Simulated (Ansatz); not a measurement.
# In: the cost of one run

Method: DFT LDA, scalar-relativistic, plane waves, PAW, in Ansatz 0.2.0.

### 1 The system as given

It takes space group I4/mmm (No. 139, tetragonal). The conventional cell has a = 3.151 Å, b = 3.151 Å, c = 4.948 Å, α = 90.00°, β = 90.00°, γ = 90.00°. Around In (site symmetry 4/mmm) lie 12 In at 3.15 to 3.33 Å.

As a file:

```
In
1.0
    -1.57526    1.57526    2.47379
     1.57526   -1.57526    2.47379
     1.57526    1.57526   -2.47379
In
1
Direct
  0.00000 0.00000 0.00000
```

This cell was relaxed beforehand with the same method: volume 24.55 Å³/atom, gap on the mesh none (metal).

### 3 Plan of the scan

The energy is mapped over two homogeneous strains (x along [1 0 0], y along [0 1 0], z along [0 0 1] of the conventional cell).

The axes are (1) strain +e along x and -e along y: 7 values from −7.00 %; (2) strain +e along z and -e/2 along x and y: 7 values from −7.00 %.

Nothing else is relaxed (symmetry fixes all fractional coordinates). Energies count from the relaxed crystal. Points are written as (first, second).

(The set-up runs are not shown.)

### 4 Point (−4.67 %, −2.33 %)

input.yaml reads:

```yaml
crystal:
  lattice:
    - [-1.520050217, 1.6671797991, 2.4161531185]
    - [1.520050217, -1.6671797991, 2.4161531185]
    - [1.520050217, 1.6671797991, -2.4161531185]
  atoms:
    - { symbol: In, position: [0.0, 0.0, 0.0] }
basis:
  ecutwfc: 420
kpoints:
  mp_grid: { grid: [20, 20, 20] }
hamiltonian:
  xc: lda
  pseudopotentials: { kind: paw }
scf:
  occupations: { method: gaussian, width: 0.15 }
output:
  forces: true
  stress: true
  eigenvalues: true
```

Run with:

```
> ansatz run input.yaml --threads 1 --pin off --max-ram 2048MiB --backend cpu --events-out ev --progress --plain --runs-dir out
```

Q: Estimate wall time and peak memory on 1 thread of Arm Neoverse N1, shared host.

About 30 s, with a peak of 0.56 GiB.
